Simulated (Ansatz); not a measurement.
# CoO: the cost of one run

Program: Ansatz 0.2.0. Level of theory: DFT PBE+U (U = 3 eV, J = 0.7 eV on Co d), plane waves, PAW. These are calculated values, not measurements.

5 further runs of the same task are left out: 5 that didn't finish.

### 1 The structure to begin with

It takes space group I4/mmm (No. 139, tetragonal). The conventional cell has a = 3.016 Å, b = 3.016 Å, c = 4.215 Å, α = 90.00°, β = 90.00°, γ = 90.00°. Co (site symmetry 4/mmm) is surrounded by 6 O at 2.11 to 2.13 Å. Around O (site symmetry 4/mmm) lie 6 Co at 2.11 to 2.13 Å.

Structure file:

```cif
data_structure
_symmetry_space_group_name_H-M 'P 1'
_symmetry_Int_Tables_number 1
_cell_length_a 2.9981
_cell_length_b 2.9981
_cell_length_c 2.9981
_cell_angle_alpha 119.605
_cell_angle_beta 119.605
_cell_angle_gamma 90.686
_cell_volume 19.17
loop_
_atom_site_label
_atom_site_type_symbol
_atom_site_fract_x
_atom_site_fract_y
_atom_site_fract_z
_atom_site_occupancy
Co1 Co 0.00000 0.00000 0.00000 1
O1 O 0.50000 0.50000 0.00000 1
```

Magnetic order typed: ferromagnetic.

### 2 From atoms, symmetry kept, no search

input.yaml

```yaml
crystal:
  lattice:
    - [-1.50800044, 1.50800044, 2.10725036]
    - [1.50800044, -1.50800044, 2.10725036]
    - [1.50800044, 1.50800044, -2.10725036]
  atoms:
    - { symbol: Co, position: [0.0, 0.0, 0.0], spin: 3.0, spin_axis: [1.0, 0.0, 0.0] }
    - { symbol: O, position: [0.5, 0.5, 0.0] }
basis:
  ecutwfc: 420
  ecutrho_ratio: 4
kpoints:
  mp_grid: { grid: [9, 9, 9] }
hamiltonian:
  xc: pbe
  hubbard: { sites: [{ site: 0, l: d, u: 3.0, j: 0.7 }] }
scf:
  occupations: { method: gaussian, width: 0.05 }
  lower_state_search: "off"
  max_iter: 150
output:
  forces: true
  stress: true
  eigenvalues: true
  populations: true
  hubbard: { sites: [{ site: 0, l: d }] }
magnetization:
  noncollinear: true
  spin_orbit: true
```

This run includes spin–orbit coupling.

The run is started by

```bash
$ ansatz run input.yaml --threads 2 --pin off --max-ram 3072MiB --backend cpu --events-out ev --progress --plain --runs-dir out
```

Q: Estimate wall time and peak memory on 2 threads of Arm Neoverse V2, shared host.

About 29 s, with a peak of 0.57 GiB.
